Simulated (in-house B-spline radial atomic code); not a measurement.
# Ga²¹⁺: binding energies from hole states

Aim: the cost of two holes at once in Ga²¹⁺, against the sum of the two single holes.

The numbers are computed with in-house B-spline radial atomic code version 1 (Dirac-Hartree-Fock, average of configuration, Fermi nucleus, basis-set limit), except any that are marked as measured or tabulated.

## (1) What is computed

```
element       : gallium (Z = 31)
charge        : +21
electrons     : 10
configuration : [He] 2s2 2p6
Hamiltonian   : Dirac-Coulomb
nucleus       : Fermi, rms radius 3.997 fm
```

Outer shells as boxes (Hund's rule):

[He] 2s2 2p6
```
[He] core
2s [↑↓]
2p [↑↓][↑↓][↑↓]
```

Input settings:

```ini
Z = 31
electrons = 10.0
configuration = [He] 2s2 2p6
hamiltonian = dirac
method = hf
spin_polarised = False
nucleus = fermi
rms_radius = 3.9973
mass_number = 69
atomic_mass = 68.925573528
speed_of_light = 137.035999084
```

From the earlier run of the reference: total energy -1684.182535 hartree. Levels, eight at most:

```csv
orbital,occupation,energy (eV),<r> (bohr)
1s1/2,2,-11348.2,0.04854
2s1/2,2,-2190.92,0.2129
2p1/2,2,-2040.27,0.1842
2p3/2,4,-2011.26,0.1875
```

Single holes known from earlier runs (ΔSCF): 1s 11328.2 eV, 2s 2188.75 eV, 2p1/2 2037.08 eV, 2p3/2 2008.23 eV.

## (2) The 2s and 2p1/2 holes

In configurations, a minus sign after the shell means j = l − 1/2 and a plus sign j = l + 1/2; the count of electrons follows.

Settings: those of step 1 with these lines changed.

```diff
@@ -1,4 +1,4 @@
 Z = 31
-electrons = 10.0
-configuration = [He] 2s2 2p6
+electrons = 8.0
+configuration = 1s2 2s1 2p-1 2p+4
 hamiltonian = dirac
```

Results of the run (chosen fields of its result record, rounded):

```text
status: converged
iterations: 7
energy [hartree]: {"total": -1524.93946117, "kinetic": 1557.71109838, "nuclear": -3248.69981732, "coulomb": 202.157683457, "exact_exchange": -36.1084256961}
breit [hartree]: {"gaunt": 0.7223158, "retardation": -0.06025083, "frequency_dependence": -0.00316161}
qed [hartree]: {"self_energy": 0.5929466, "uehling": -0.05577588, "wichmann_kroll": 0.0004763178}
recoil [hartree]: 0.009763511
total_with_corrections [hartree]: -1523.73314727
orbitals [hartree, bohr; first row names the columns]:
  - ["name", "occ", "eps", "<r>"]
  - ["1s1/2", 2.0, -428.45462, 0.048487]
  - ["2s1/2", 1.0, -88.636871, 0.20845]
  - ["2p1/2", 1.0, -83.768881, 0.17902]
  - ["2p3/2", 4.0, -82.393801, 0.18229]
sum_r [bohr^k]: {"-1": 104.7971, "1": 1.213597, "2": 0.2573634}
energy_minus_base [hartree]: 159.243074
energy_minus_base_with_corrections [hartree]: 159.10337
```

It took 0.21 s on 1 thread, shared host.

energy_minus_base is the energy less that of the reference run.

## (3) The 2s and 2p3/2 holes

Settings: those of step 2 with these lines changed.

```diff
@@ -2,3 +2,3 @@
 electrons = 8.0
-configuration = 1s2 2s1 2p-1 2p+4
+configuration = 1s2 2s1 2p-2 2p+3
 hamiltonian = dirac
```

From the record:

```text
status: converged
iterations: 7
energy [hartree]: {"total": -1526.02963034, "kinetic": 1561.0477749, "nuclear": -3253.56294401, "coulomb": 202.681604616, "exact_exchange": -36.1960658475}
breit [hartree]: {"gaunt": 0.746963, "retardation": -0.06024522, "frequency_dependence": -0.002458277}
qed [hartree]: {"self_energy": 0.59048, "uehling": -0.05579656, "wichmann_kroll": 0.0004765075}
recoil [hartree]: 0.00974821
total_with_corrections [hartree]: -1524.80046263
orbitals [hartree, bohr; first row names the columns]:
  - ["name", "occ", "eps", "<r>"]
  - ["1s1/2", 2.0, -428.32978, 0.048491]
  - ["2s1/2", 1.0, -88.606306, 0.20849]
  - ["2p1/2", 2.0, -83.488103, 0.17926]
  - ["2p3/2", 3.0, -82.434007, 0.1823]
sum_r [bohr^k]: {"-1": 104.954, "1": 1.210874, "2": 0.2562923}
energy_minus_base [hartree]: 158.152904
energy_minus_base_with_corrections [hartree]: 158.036055
```

Run time: 0.21 s. Hardware: 1 thread, shared host.

## (4) The 2p3/2 and 2p3/2 holes

Settings: those of step 3 with these lines changed.

```diff
@@ -2,3 +2,3 @@
 electrons = 8.0
-configuration = 1s2 2s1 2p-2 2p+3
+configuration = 1s2 2s2 2p-2 2p+2
 hamiltonian = dirac
```

From the record:

```text
status: converged
iterations: 7
energy [hartree]: {"total": -1532.02698297, "kinetic": 1569.68429426, "nuclear": -3264.5027695, "coulomb": 200.74138692, "exact_exchange": -37.949894653}
breit [hartree]: {"gaunt": 0.7383253, "retardation": -0.05333588, "frequency_dependence": -0.001584206}
qed [hartree]: {"self_energy": 0.6211184, "uehling": -0.05866598, "wichmann_kroll": 0.0005008837}
recoil [hartree]: 0.01025231
total_with_corrections [hartree]: -1530.77037219
orbitals [hartree, bohr; first row names the columns]:
  - ["name", "occ", "eps", "<r>"]
  - ["1s1/2", 2.0, -429.04742, 0.048438]
  - ["2s1/2", 2.0, -88.405025, 0.20844]
  - ["2p1/2", 2.0, -84.0739, 0.17876]
  - ["2p3/2", 2.0, -83.0914, 0.18173]
sum_r [bohr^k]: {"-1": 105.3069, "1": 1.23473, "2": 0.2659658}
energy_minus_base [hartree]: 152.155552
energy_minus_base_with_corrections [hartree]: 152.066145
```

Wall time 0.19 s (1 thread, shared host).

## (5) The 2s and 2s holes

Settings: those of step 4 with these lines changed.

```diff
@@ -2,3 +2,3 @@
 electrons = 8.0
-configuration = 1s2 2s2 2p-2 2p+2
+configuration = 1s2 2p6
 hamiltonian = dirac
```

From the record:

```text
status: converged
iterations: 7
energy [hartree]: {"total": -1519.18229988, "kinetic": 1551.56597592, "nuclear": -3241.66288715, "coulomb": 210.612226428, "exact_exchange": -39.6976150759}
breit [hartree]: {"gaunt": 0.7624066, "retardation": -0.06701097, "frequency_dependence": -0.003325355}
qed [hartree]: {"self_energy": 0.5597739, "uehling": -0.05292434, "wichmann_kroll": 0.0004521073}
recoil [hartree]: 0.00924454
total_with_corrections [hartree]: -1517.97368345
orbitals [hartree, bohr; first row names the columns]:
  - ["name", "occ", "eps", "<r>"]
  - ["1s1/2", 2.0, -427.63764, 0.04852]
  - ["2p1/2", 2.0, -82.915676, 0.17975]
  - ["2p3/2", 4.0, -81.790265, 0.18286]
sum_r [bohr^k]: {"-1": 104.5701, "1": 1.187967, "2": 0.2470814}
energy_minus_base [hartree]: 165.000235
energy_minus_base_with_corrections [hartree]: 164.862834
```

Run time: 0.18 s. Hardware: 1 thread, shared host.

## (6) The 1s and 1s holes

Settings: those of step 5 with these lines changed.

```diff
@@ -2,3 +2,3 @@
 electrons = 8.0
-configuration = 1s2 2p6
+configuration = 2s2 2p6
 hamiltonian = dirac
```

From the record:

```text
status: converged
iterations: 8
energy [hartree]: {"total": -833.459379914, "kinetic": 849.152653147, "nuclear": -1813.89960294, "coulomb": 159.616766016, "exact_exchange": -28.3291961356}
breit [hartree]: {"gaunt": 0.1328112, "retardation": -0.000101224, "frequency_dependence": 1.918306e-07}
qed [hartree]: {"self_energy": 0.07539745, "uehling": -0.006224209, "wichmann_kroll": 5.321682e-05}
recoil [hartree]: 0.006626668
total_with_corrections [hartree]: -833.250816624
orbitals [hartree, bohr; first row names the columns]:
  - ["name", "occ", "eps", "<r>"]
  - ["2s1/2", 2.0, -91.284167, 0.20342]
  - ["2p1/2", 2.0, -87.486726, 0.17246]
  - ["2p3/2", 4.0, -86.157506, 0.17571]
sum_r [bohr^k]: {"-1": 58.51293, "1": 1.454617, "2": 0.3195495}
energy_minus_base [hartree]: 850.723155
energy_minus_base_with_corrections [hartree]: 849.585701
```

Wall time 0.19 s (1 thread, shared host).

## (7) Binding energies

| two holes | ΔSCF (eV) | less the two single holes (eV) |
| --- | --- | --- |
| 2s and 2p1/2 | 4333.22 | 107.39 |
| 2s and 2p3/2 | 4303.56 | 106.58 |
| 2p3/2 and 2p3/2 | 4140.36 | 123.91 |
| 2s and 2s | 4489.89 | 112.38 |
| 1s and 1s | 23149.4 | 492.96 |

What this shows: Two holes cost more than the sum of each, because the second electron leaves a more charged ion. The excess runs from 106.6 eV (2s and 2p3/2) to 493.0 eV (1s and 1s); it tends to be largest where both holes are compact. Values are for the free ion, measured from the vacuum level.
